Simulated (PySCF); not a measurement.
# Cd(3+): ionisation energy in x2c-TZVPPall

Wanted: the ionisation energy of cadmium, up a ladder of methods.

Program: PySCF 2.14.0. Level of theory: unrestricted determinants in a Gaussian basis, no spin-orbit coupling in the energies. These are calculated values, not measurements, unless marked.

### 1 The atom as given

- Element: cadmium (Z = 48)
- Basis: x2c-TZVPPall
- Hamiltonian: the spin-free X2C one-electron Hamiltonian (Gaussian nucleus)
- State 1: Cd(3+): [Kr] 4d9, 2D determinant
- Needed too, but not shown: Cd(2+) [Kr] 4d10 (1S)
- Methods: UHF, LDA, PBE, PBE0, r2SCAN, B2PLYP, BP86, TPSSh, HSE06, MP2
- Core shells frozen in the correlated runs: valence: [Kr]; valence and next inner shell: [Ar] 3d10 (for Cd(3+))

Outer shells as boxes (Hund's rule):

Cd3+ [Kr] 4d9
```
[Kr] core
4d [↑↓][↑↓][↑↓][↑↓][↑ ]
```

One driver process ran all states and methods and kept the integrals in memory. Each run is shown as a PySCF script that sums up its settings (the driver passes frozen orbitals as a list and adds second-order terms of double hybrids); the logs are those of the runs themselves. The driver starts from symmetry-adapted Hartree-Fock orbitals, holds the occupation by maximum overlap and uses a logarithmic radial grid for functionals, so a plain start would take other cycles.

The integrals over 79 functions and the set-up took 5.4 s of CPU time.

### 2 Cd(3+), method by method

#### UHF

input.py reads:

```python
from pyscf import gto, scf, dft, mp, cc
import basis_set_exchange as bse
mol = gto.M(atom="Cd 0 0 0", charge=3, spin=1, symmetry="D2h",
            basis=gto.basis.parse(bse.get_basis("x2c-TZVPPall", elements=["Cd"], fmt="nwchem")),
            nucmod="G")
mf = scf.UHF(mol).sfx2c1e()
mf.irrep_nelec = {'Ag': (8, 7), 'B1g': (2, 2), 'B2g': (2, 2), 'B3g': (2, 2), 'B1u': (3, 3), 'B2u': (3, 3), 'B3u': (3, 3)}
mf.kernel()
```

#### LDA

Changes to input.py:

```diff
@@ -5,3 +5,3 @@
             nucmod="G")
-mf = scf.UHF(mol).sfx2c1e()
+mf = dft.UKS(mol, xc="LDA,VWN").sfx2c1e()
 mf.irrep_nelec = {'Ag': (8, 7), 'B1g': (2, 2), 'B2g': (2, 2), 'B3g': (2, 2), 'B1u': (3, 3), 'B2u': (3, 3), 'B3u': (3, 3)}
```

#### PBE

Changes to input.py:

```diff
@@ -5,3 +5,3 @@
             nucmod="G")
-mf = dft.UKS(mol, xc="LDA,VWN").sfx2c1e()
+mf = dft.UKS(mol, xc="PBE").sfx2c1e()
 mf.irrep_nelec = {'Ag': (8, 7), 'B1g': (2, 2), 'B2g': (2, 2), 'B3g': (2, 2), 'B1u': (3, 3), 'B2u': (3, 3), 'B3u': (3, 3)}
```

#### PBE0

Changes to input.py:

```diff
@@ -5,3 +5,3 @@
             nucmod="G")
-mf = dft.UKS(mol, xc="PBE").sfx2c1e()
+mf = dft.UKS(mol, xc="PBE0").sfx2c1e()
 mf.irrep_nelec = {'Ag': (8, 7), 'B1g': (2, 2), 'B2g': (2, 2), 'B3g': (2, 2), 'B1u': (3, 3), 'B2u': (3, 3), 'B3u': (3, 3)}
```

#### r2SCAN

Changes to input.py:

```diff
@@ -5,3 +5,3 @@
             nucmod="G")
-mf = dft.UKS(mol, xc="PBE0").sfx2c1e()
+mf = dft.UKS(mol, xc="R2SCAN").sfx2c1e()
 mf.irrep_nelec = {'Ag': (8, 7), 'B1g': (2, 2), 'B2g': (2, 2), 'B3g': (2, 2), 'B1u': (3, 3), 'B2u': (3, 3), 'B3u': (3, 3)}
```

#### B2PLYP

Changes to input.py:

```diff
@@ -5,3 +5,3 @@
             nucmod="G")
-mf = dft.UKS(mol, xc="R2SCAN").sfx2c1e()
+mf = dft.UKS(mol, xc="0.53*HF + 0.47*B88, 0.73*LYP").sfx2c1e()
 mf.irrep_nelec = {'Ag': (8, 7), 'B1g': (2, 2), 'B2g': (2, 2), 'B3g': (2, 2), 'B1u': (3, 3), 'B2u': (3, 3), 'B3u': (3, 3)}
```

#### BP86

Changes to input.py:

```diff
@@ -5,3 +5,3 @@
             nucmod="G")
-mf = dft.UKS(mol, xc="0.53*HF + 0.47*B88, 0.73*LYP").sfx2c1e()
+mf = dft.UKS(mol, xc="B88,P86").sfx2c1e()
 mf.irrep_nelec = {'Ag': (8, 7), 'B1g': (2, 2), 'B2g': (2, 2), 'B3g': (2, 2), 'B1u': (3, 3), 'B2u': (3, 3), 'B3u': (3, 3)}
```

#### TPSSh

Changes to input.py:

```diff
@@ -5,3 +5,3 @@
             nucmod="G")
-mf = dft.UKS(mol, xc="B88,P86").sfx2c1e()
+mf = dft.UKS(mol, xc="TPSSH").sfx2c1e()
 mf.irrep_nelec = {'Ag': (8, 7), 'B1g': (2, 2), 'B2g': (2, 2), 'B3g': (2, 2), 'B1u': (3, 3), 'B2u': (3, 3), 'B3u': (3, 3)}
```

#### HSE06

Changes to input.py:

```diff
@@ -5,3 +5,3 @@
             nucmod="G")
-mf = dft.UKS(mol, xc="TPSSH").sfx2c1e()
+mf = dft.UKS(mol, xc="HSE06").sfx2c1e()
 mf.irrep_nelec = {'Ag': (8, 7), 'B1g': (2, 2), 'B2g': (2, 2), 'B3g': (2, 2), 'B1u': (3, 3), 'B2u': (3, 3), 'B3u': (3, 3)}
```

### 3 Cd(3+), continued

#### MP2 (valence)

input.py: that of step 2 with these lines changed.

```diff
@@ -5,4 +5,5 @@
             nucmod="G")
-mf = dft.UKS(mol, xc="HSE06").sfx2c1e()
+mf = scf.UHF(mol).sfx2c1e()
 mf.irrep_nelec = {'Ag': (8, 7), 'B1g': (2, 2), 'B2g': (2, 2), 'B3g': (2, 2), 'B1u': (3, 3), 'B2u': (3, 3), 'B3u': (3, 3)}
 mf.kernel()
+mp.UMP2(mf, frozen=18).kernel()
```

#### MP2 (valence and next inner shell)

Changes to input.py:

```diff
@@ -8,2 +8,2 @@
 mf.kernel()
-mp.UMP2(mf, frozen=18).kernel()
+mp.UMP2(mf, frozen=14).kernel()
```

Q: Predict the outcome of this session.

**Answer**, as computed:

| quantity | value |
| --- | --- |
| ionisation energy, Cd(2+) | UHF 35.883, MP2 (valence and next inner shell) 37.753 eV; reference 37.468 ± 0.006 |

Accuracy by level (over 1 difference):

| method | mean absolute miss against the measured value (with the measured fine structure taken into account where it is known) (eV) |
| --- | --- |
| UHF | 1.868 |
| LDA | 0.442 |
| PBE | 0.005 |
| PBE0 | 0.132 |
| r2SCAN | 0.129 |
| B2PLYP | 0.131 |
| BP86 | 0.085 |
| TPSSh | 0.265 |
| HSE06 | 0.146 |
| MP2 (valence) | 0.063 |
| SCS-MP2 (valence) | 0.157 |
| MP2 (valence and next inner shell) | 0.002 |
| SCS-MP2 (valence and next inner shell) | 0.267 |

MP2 (valence and next inner shell) lands nearest to the measured value (off by 0.00 eV), level with PBE; UHF misses by most (1.87 eV). In a finite basis a lower level can come nearest by cancelling errors. Hartree-Fock falls short because the species with more electrons holds more correlation energy, which it lacks. PBE is off by +0.01 eV. All values hold for this basis alone; no basis-set limit was taken.
